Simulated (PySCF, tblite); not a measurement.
# CH₂F₂OSe, a complex of two parts: NMR shifts, interaction energy, infrared bands, spin-spin couplings and core binding energies

One table from this session's results is given with a row withheld; the runs are named, their logs left out.

Programs: tblite 0.8.0 and PySCF 2.14.0. All values are calculated, for the isolated system unless a continuum is named. Atoms count from 0, parts from 1.

### The system as given

7 atoms, charge 0, multiplicity 1; geometry: rigid parts in contact. Parts: 1 = atoms 0–2, `F[Se]F`, charge 0; 2 = atoms 3–6, `C=O`, charge 0.

The first run:

What the job is given:

```
{"job": {"kind": "dock", "xc": "GFN2-xTB", "basis": "xTB"}, "charge": 0, "multiplicity": 1, "parts": [{"atoms": "0-2", "charge": 0, "multiplicity": 1}, {"atoms": "3-6", "charge": 0, "multiplicity": 1}]}
F     -0.619556     0.364966     1.177082
Se    -0.238814    -0.755025    -0.170208
F      0.858370     0.390059    -1.006875
C     -1.341333    -2.665453    -2.315621
O     -0.469392    -2.878652    -1.531189
H     -1.385006    -1.747546    -2.925813
H     -2.172041    -3.369477    -2.492004
```

Method: GFN2-xTB search for minima from random contacts, gas phase.

Command:

```
$ OMP_NUM_THREADS=1 python cluster_run.py task.json out
```

One launch serves the whole session: the jobs run in the order shown.

Steps of the session up to this table: Search for minima with GFN2-xTB; Relaxing the molecule at PBE0-D3(BJ)/def2-SVPD; Nuclear shieldings: PBE0/pcSseg-2; Coupled-cluster interaction energy: CCSD(T) and MP2.

One of the session's tables, all rows but one given; the rest of the session is left out.

It belongs to the step «Coupled-cluster interaction energy: CCSD(T) and MP2». 

```
                 method  interaction energy (kcal/mol)
         HF/aug-cc-pVDZ                          -5.39
        MP2/aug-cc-pVDZ                          -7.42
       CCSD/aug-cc-pVDZ                          -6.32
    CCSD(T)/aug-cc-pVDZ                          -6.78
         HF/aug-cc-pVQZ                          -5.23
        MP2/aug-cc-pVQZ                              ?
    SCS-MP2/aug-cc-pVQZ                          -7.60
      MP2, extrapolated                          -9.58
CCSD(T), limit estimate                          -8.95
```

Estimate the missing values for MP2/aug-cc-pVQZ.

As computed: interaction energy (kcal/mol): -9.17. In the column «interaction energy (kcal/mol)» it lies between MP2, extrapolated (-9.58) and CCSD(T), limit estimate (-8.95).

To keep in mind: The interaction energy leaves out the deformation of the parts, 1.38 kcal/mol (MP2); added to the CCSD(T) estimate it gives a binding of about -7.56 kcal/mol.
